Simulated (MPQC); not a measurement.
# HF/3-21G run of C3H10Si (SMILES C[SiH](C)C)

Aim: the energy change on altering one bond length of C3H10Si at HF/3-21G, from 2 runs. 

The calculation is run with MPQC 2.3.1.

8 further runs of the same task are left out: 6 that didn't finish, 2 set aside as unsound or not needed.

## Step 1: The molecule

The species is C3H10Si (14 atoms), meant as a singlet with charge 0. As SMILES, `C[SiH](C)C`. The shape is that of a PBE0-D4/def2-TZVP optimisation.

Bond lengths: C1–Si2 1.874 Å, Si2–C3 1.874 Å, Si2–C4 1.874 Å, C1–H5 1.093 Å, C1–H6 1.093 Å, C1–H7 1.094 Å, Si2–H8 1.494 Å, C3–H9 1.094 Å, C3–H10 1.093 Å, C3–H11 1.093 Å, C4–H12 1.093 Å, C4–H13 1.094 Å, C4–H14 1.093 Å. Some angles: C1–Si2–C3 110.3°, C1–Si2–C4 110.3°, C3–Si2–C4 110.3°, C1–Si2–H8 108.6°, C3–Si2–H8 108.6°, C4–Si2–H8 108.6°, Si2–C1–H5 111.2°, Si2–C1–H6 111.1°, Si2–C1–H7 110.9°, Si2–C3–H9 110.9°.

## Step 2: The energy at HF/3-21G

input.in

```
% emacs should use -*- KeyVal -*- mode
molecule<Molecule>: (
    symmetry = auto
    unit = bohr
    { atoms geometry } = {
        C  [ -1.80808996 2.04581750 -1.96229161 ]
        Si [ -0.64023921 -0.02759000 0.65932544 ]
        C  [ 2.34212656 1.29276164 2.03674682 ]
        C  [ -0.09694295 -3.31968188 -0.52458797 ]
        H  [ -3.56799190 1.31751705 -2.76070090 ]
        H  [ -2.16543717 3.96596822 -1.29087192 ]
        H  [ -0.41876331 2.15674443 -3.48824545 ]
        H  [ -2.60687719 -0.11206076 2.68416699 ]
        H  [ 3.83425431 1.38611411 0.61000359 ]
        H  [ 3.02696331 0.11999761 3.59274731 ]
        H  [ 2.04430572 3.20138503 2.76712596 ]
        H  [ -1.83076667 -4.12716186 -1.30353308 ]
        H  [ 1.33584740 -3.33971298 -2.01388113 ]
        H  [ 0.55161106 -4.56009811 0.99399594 ]
    }
)
basis<GaussianBasisSet>: (
    name = "3-21G"
    molecule = $:molecule
    basisdir = "."
    puream = yes
)
mpqc: (
    checkpoint = no
    savestate = no
    restart = no
    do_energy = yes
    do_gradient = no
    optimize = no
    mole<CLHF>: (
        molecule = $:molecule
        basis = $:basis
        total_charge = 0
        memory = 1000000000
        print_evals = yes
        print_npa = yes
        maxiter = 60
        guess_wavefunction<ExtendedHuckelWfn>: (
            molecule = $:molecule
            total_charge = 0
            multiplicity = 1
            basis<GaussianBasisSet>: (
                name = "STO-3G"
                molecule = $:molecule
            )
        )
    )
)
```

The basis set 3-21G is read from a file made from the Basis Set Exchange's data (not shown).

The run is started by

```
$ mpqc input.in > input.out
```

Standard output, shortened:

```text
MPQC: Massively Parallel Quantum Chemistry
[...]
  CLSCF::init: total charge = 0
[...]
  nbasis = 60
[...]
  iter     1 energy = -404.2884689749 delta = 1.43648e-01
[...]
  LUMO is    22   A =   0.229554
  total scf energy = -406.2033941843
Value of the MolecularEnergy: -406.2033941843
[...]
      symmetry = c1
[...]
```

It took 11 s on 1 thread of Intel Xeon Platinum 8259CL at 2.50GHz (Skylake/Cascade Lake), shared host; peak memory 0.28 GiB.

## Step 3: The distorted shape

input.in

```
molecule<Molecule>: (
   symmetry = auto
   unit = bohr
   { atoms geometry } = {
      C  [ -1.72137042   2.08620473  -1.92333112 ]
      Si [ -0.55351968   0.01279723   0.69828593 ]
      C  [ 2.42884609   1.33314887   2.07570730 ]
      C  [ -0.01022342  -3.27929466  -0.48562749 ]
      H  [ -3.48127236   1.35790428  -2.72174041 ]
      H  [ -2.07871763   4.00635544  -1.25191143 ]
      H  [ -0.33204378   2.19713165  -3.44928497 ]
      H  [ -2.52015766  -0.07167353   2.72312747 ]
      H  [ 3.92097384   1.42650134   0.64896408 ]
      H  [ 3.11368284   0.16038484   3.63170779 ]
      H  [ 2.13102525   3.24177225   2.80608645 ]
      H  [ -1.83076667  -4.12716186  -1.30353308 ]
      H  [ 1.42256693  -3.29932575  -1.97492065 ]
      H  [ 0.63833059  -4.51971088   1.03295643 ]
   }
)
basis<GaussianBasisSet>: (
   name = "3-21G"
   molecule = $:molecule
   basisdir = "."
   puream = yes
)
mpqc: (
   checkpoint = no
   savestate = no
   restart = no
   do_energy = yes
   do_gradient = no
   optimize = no
   mole<CLHF>: (
      molecule = $:molecule
      basis = $:basis
      total_charge = 0
      memory = 1000000000
      print_evals = yes
      print_npa = yes
      maxiter = 60
      guess_wavefunction<ExtendedHuckelWfn>: (
         molecule = $:molecule
         total_charge = 0
         multiplicity = 1
         basis<GaussianBasisSet>: (
            name = "STO-3G"
            molecule = $:molecule
         )
      )
   )
)
```

The basis set 3-21G is read from a file made from the Basis Set Exchange's data (not shown).

The run is started by

```
$ mpqc input.in > input.out
```

Standard output, shortened:

```text
MPQC: Massively Parallel Quantum Chemistry
[...]
  CLSCF::init: total charge = 0
[...]
  nbasis = 60
[...]
  iter     1 energy = -404.2677643016 delta = 1.43637e-01
[...]
  LUMO is    22   A =   0.228200
  total scf energy = -406.2012160431
Value of the MolecularEnergy: -406.2012160431
[...]
      symmetry = c1
[...]
```

It took 11 s on 1 thread of Intel Xeon Platinum 8259CL at 2.50GHz (Skylake/Cascade Lake), shared host; peak memory 0.28 GiB.

## Step 4: Outcome

At HF/3-21G:

```
                                                          quantity          value
                                         first shape: total energy  -406.20339 Eh
                                          first shape: HOMO energy      -11.63 eV
                                          first shape: LUMO energy        6.25 eV
                                        first shape: HOMO–LUMO gap       17.88 eV
                                     distorted shape: total energy  -406.20122 Eh
                                      distorted shape: HOMO energy      -11.62 eV
                                      distorted shape: LUMO energy        6.21 eV
                                    distorted shape: HOMO–LUMO gap       17.83 eV
energy change with the C4–H12 bond stretched from 1.093 to 1.148 Å       0.059 eV
```

**Reading.** With the C4–H12 bond stretched from 1.093 to 1.148 Å the energy rises by 0.06 eV (5.7 kJ/mol). The first shape isn't relaxed at this level, so the change isn't measured from a minimum.
